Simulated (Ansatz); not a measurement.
# PF2: the cost of one run

Method: DFT PBE+D3(BJ), scalar-relativistic, plane waves, PAW, in Ansatz 0.2.0.

### 1 The system as given

Symmetry: P4_2/mmc, No. 131, tetragonal system. Conventional cell: a = 3.785 Å, b = 3.785 Å, c = 6.246 Å, α = 90.00°, β = 90.00°, γ = 90.00°. P (site symmetry -4m2) is surrounded by 4 F at 1.91 Å. F (site symmetry m2m) is surrounded by 1 F at 1.57 Å.

Coordinates:

```
CELL_PARAMETERS angstrom
3.78510 0.00000 0.00000
0.00000 3.78510 0.00000
0.00000 0.00000 6.24601
ATOMIC_POSITIONS crystal
P 0.00000 0.00000 0.25000
P 0.00000 0.00000 0.75000
F 0.29244 0.00000 0.00000
F 0.70756 0.00000 0.00000
F 0.00000 0.29244 0.50000
F 0.00000 0.70756 0.50000
```

Recipe of the guess: random cell by space group and Wyckoff sites (P4_2/mmc, No. 131). Lengths come from tabulated atomic sizes and are only a guess.

### 2 Probe: one point on a coarse mesh

Input file input.yaml:

```yaml
crystal:
  lattice:
    - [3.78509765, 0.0, 0.0]
    - [0.0, 3.78509765, 0.0]
    - [0.0, 0.0, 6.24600885]
  atoms:
    - { symbol: P, position: [0.0, 0.0, 0.25] }
    - { symbol: P, position: [0.0, 0.0, 0.75] }
    - { symbol: F, position: [0.29243664, 0.0, 0.0] }
    - { symbol: F, position: [0.70756336, 0.0, 0.0] }
    - { symbol: F, position: [0.0, 0.29243664, 0.5] }
    - { symbol: F, position: [0.0, 0.70756336, 0.5] }
basis:
  ecutwfc: 420
kpoints:
  mp_grid: { grid: [4, 4, 4] }
hamiltonian:
  xc: pbe
  dispersion: d3bj
scf:
  occupations: { method: gaussian, width: 0.1 }
  lower_state_search: "off"
output:
  forces: true
  stress: true
  eigenvalues: true
```

Command:

```
$ ansatz run input.yaml --threads 1 --pin off --max-ram 2560MiB --backend cpu --events-out ev --progress --plain --runs-dir out
```

**Question.** How long does this run take on 1 thread of Intel Xeon at 2.70GHz, shared host, and how much memory does it need?

About 3.5 s, with a peak of 0.36 GiB.
